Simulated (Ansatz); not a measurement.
**HWSOF₃: how energies converge with the basis set**

How large a basis does HWSOF₃ need? Two functionals are run in growing sets.

Program: Ansatz 0.2.0, Gaussian basis. Level of theory: one geometry, several basis sets. These are calculated values, not measurements.

Levels to be run: PBE0-D4/def2-SVP; ωB97M-V/def2-SVP; PBE0-D4/def2-QZVPP; ωB97M-V/def2-QZVPP; the functionals' def2-TZVPP values are taken from earlier runs.

**1. The relaxed structure**

The geometry comes from an earlier relaxation with PBE0-D4 in a triple-zeta def2 set; it is a stationary point, not always the lowest conformer. W takes the def2 core potential; no spin-orbit term is included.

SMILES `[OH][W]([F])([F])([F])=[S]`, 7 atoms, charge 0, spin multiplicity 1.

Atoms are counted from 1 here; the program's logs count them from 0.

Bond lengths: O1–W2 1.870 Å, O1–H7 0.961 Å, W2–F3 1.847 Å, W2–F4 1.866 Å, W2–F5 1.855 Å, W2–S6 2.101 Å. Angles: W2–O1–H7 124.7°, O1–W2–F3 86.5°, O1–W2–F4 85.4°, O1–W2–F5 144.0°, O1–W2–S6 108.0°, F3–W2–F4 152.6°, F3–W2–F5 86.9°, F3–W2–S6 104.6°, F4–W2–F5 84.3°, F4–W2–S6 102.8°, F5–W2–S6 107.9°.

Coordinates:

```xyz
7

O     0.37807   -1.43209    0.43097
W     0.08273    0.33580   -0.10262
F     1.91999    0.49173   -0.21268
F    -1.56721   -0.28249   -0.71808
F    -0.00107    1.46710   -1.57074
S    -0.44259    1.44896    1.60031
H    -0.30872   -2.09701    0.52703
```

**2. PBE0-D4 in def2-SVP**

The input, in.yaml:

```yaml
crystal:
  periodic: [false, false, false]
  atoms:
    - {symbol: O, position_ang: [0.378075, -1.432092, 0.430968]}
    - {symbol: W, position_ang: [0.082727, 0.335796, -0.102623]}
    - {symbol: F, position_ang: [1.919990, 0.491729, -0.212678]}
    - {symbol: F, position_ang: [-1.567212, -0.282487, -0.718076]}
    - {symbol: F, position_ang: [-0.001071, 1.467103, -1.570736]}
    - {symbol: S, position_ang: [-0.442592, 1.448964, 1.600312]}
    - {symbol: H, position_ang: [-0.308717, -2.097013, 0.527034]}
basis:
  gaussian: {orbitals: def2-SVP}
hamiltonian: {xc: pbe0, dispersion: d4}
output: {orbitals: {seedname: orbitals}}
```

Started as:

```
$ ansatz run in.yaml --threads 4 --pin off --events-out ev --progress --plain --max-ram 10444MiB
```

Further steps of the session: ωB97M-V in def2-SVP; PBE0-D4 in def2-QZVPP; ωB97M-V in def2-QZVPP.

Before running them: what should the planned runs give, taken together? Wanted: PBE0-D4: double and triple zeta above quadruple; ωB97M-V: double and triple zeta above quadruple.

**Answer**, as computed:

```
                                       quantity           value
PBE0-D4: double and triple zeta above quadruple  18.02, 0.89 eV
ωB97M-V: double and triple zeta above quadruple  18.21, 0.84 eV
```

In words: PBE0-D4 gains 17.12 eV from double to triple zeta, then 0.89 eV more. Total energies overstate the basis error of differences, where much of it tends to cancel.
